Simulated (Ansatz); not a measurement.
# AlH6NO2: the cost of one run

All numbers below are computed with Ansatz 0.2.0 (RKS B3LYP/6-31G*).

## (1) Starting point

Bond lengths: Al1–N2 2.270 Å, N2–H3 1.060 Å, N2–H4 1.060 Å, Al1–H5 1.560 Å, Al1–O6 1.780 Å, O6–H7 1.010 Å, Al1–O8 2.080 Å, O8–H9 1.010 Å. Angles: Al1–N2–H3 120.0°, Al1–N2–H4 120.0°, H3–N2–H4 120.0°, N2–Al1–H5 120.0°, N2–Al1–O6 120.0°, N2–Al1–O8 71.6°, H5–Al1–O6 120.0°, H5–Al1–O8 105.4°, O6–Al1–O8 92.8°, Al1–O6–H7 109.5°, Al1–O8–H9 109.5°.

As a file:

```xyz
10

Al    0.0000    0.0000    0.0000
N     0.0000    0.0000    2.2700
H    -0.8770   -0.2713    2.8000
H     0.8770    0.2713    2.8000
H     1.3510    0.0000   -0.7800
O    -1.5415    0.0000   -0.8900
H    -2.0512   -0.8467   -0.6815
O    -0.2602    1.9567    0.6559
H    -1.1988    2.2620    0.4419
H    -0.1672    1.2578    1.8121
```

## (2) A restrained relaxation towards end A

Springs on the bonds that form and break draw the guess towards this end; the thresholds are loose.

The input, input.yaml:

```yaml
crystal:
  periodic: [false, false, false]
  atoms:
    - { symbol: Al, position_ang: [0.0, 0.0, 0.0] }
    - { symbol: "N", position_ang: [0.0, 0.0, 2.27] }
    - { symbol: H, position_ang: [-0.877, -0.2713, 2.8] }
    - { symbol: H, position_ang: [0.877, 0.2713, 2.8] }
    - { symbol: H, position_ang: [1.351, 0.0, -0.78] }
    - { symbol: O, position_ang: [-1.5415, 0.0, -0.89] }
    - { symbol: H, position_ang: [-2.0512, -0.8467, -0.6815] }
    - { symbol: O, position_ang: [-0.2602, 1.9567, 0.6559] }
    - { symbol: H, position_ang: [-1.1988, 2.262, 0.4419] }
    - { symbol: H, position_ang: [-0.1672, 1.2578, 1.8121] }
basis:
  gaussian: { orbitals: "6-31G*" }
hamiltonian:
  xc: b3lyp
relax:
  f_tol: 0.15
  max_steps: 25
  restrain:
    - { distance: [0, 7], at: 2.98, k: 30.0 }
    - { distance: [9, 1], at: 2.26, k: 30.0 }
    - { distance: [0, 1], at: 1.92, k: 30.0 }
    - { distance: [9, 7], at: 1.01, k: 30.0 }
```

The run is started by

```
$ ansatz run input.yaml --threads 1 --pin off --max-ram 2048MiB --backend cpu --events-out ev --progress --plain --runs-dir out
```

What time and memory should one allow on 1 thread of Arm Neoverse V1, shared host?

About 39 s, with a peak of 0.14 GiB.
